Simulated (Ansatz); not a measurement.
# CH2O2Zn: the cost of one run

Method: the settings change from run to run; program: Ansatz 0.2.0, Gaussian basis.

## 1. The molecule

An earlier PBE0-D4 in a triple-zeta def2 set relaxation fixed the geometry.

6 atoms, charge 0, spin multiplicity 1.

Atoms are counted from 1 here; the program's logs count them from 0.

Bond lengths: C1–O2 1.419 Å, C1–O4 1.419 Å, C1–H5 1.101 Å, C1–H6 1.101 Å, O2–Zn3 1.857 Å, Zn3–O4 1.857 Å. Angles: O2–C1–O4 110.8°, O2–C1–H5 108.8°, O2–C1–H6 108.8°, O4–C1–H5 108.8°, O4–C1–H6 108.8°, H5–C1–H6 110.7°, C1–O2–Zn3 85.6°, O2–Zn3–O4 78.0°, C1–O4–Zn3 85.6°.

As a file:

```xyz
6

C    -0.1769    0.3937   -0.0500
O     0.1253   -0.2003    1.2029
Zn    0.7384   -1.6436    0.2087
O     0.1768   -0.4719   -1.1175
H     0.3948    1.3294   -0.1469
H    -1.2585    0.5928   -0.0973
```

## 2. wB97X/6-31G*

This run has atoms shaken by 0.15 Å, a point charge of 0.50 e beside it, high accuracy.

Input file in.yaml:

```yaml
crystal:
  periodic: [false, false, false]
  atoms:
    - {symbol: C, position_ang: [-0.245111, 0.392969, -0.098576]}
    - {symbol: O, position_ang: [-0.026073, -0.437236, 1.389745]}
    - {symbol: Zn, position_ang: [0.722360, -1.510528, 0.320651]}
    - {symbol: O, position_ang: [0.182531, -0.559870, -1.040333]}
    - {symbol: H, position_ang: [0.262032, 1.243846, -0.176961]}
    - {symbol: H, position_ang: [-1.304490, 0.794915, 0.134543]}
basis:
  gaussian: {orbitals: "6-31G*", point_charges: [{charge: 0.50, position_ang: [3.315, 0.636, 0.820]}]}
hamiltonian: {xc: {name: wB97X}}
accuracy: high
output: {forces: true}
```

Started as:

```sh
$ ansatz run in.yaml --threads 2 --pin off --events-out ev --progress --plain --max-ram 32768MiB --backend cpu
```

**Question.** How long does this run take on 2 threads of AMD EPYC 7R13, shared host, and how much memory does it need?

About 14 s, with a peak of 0.53 GiB.
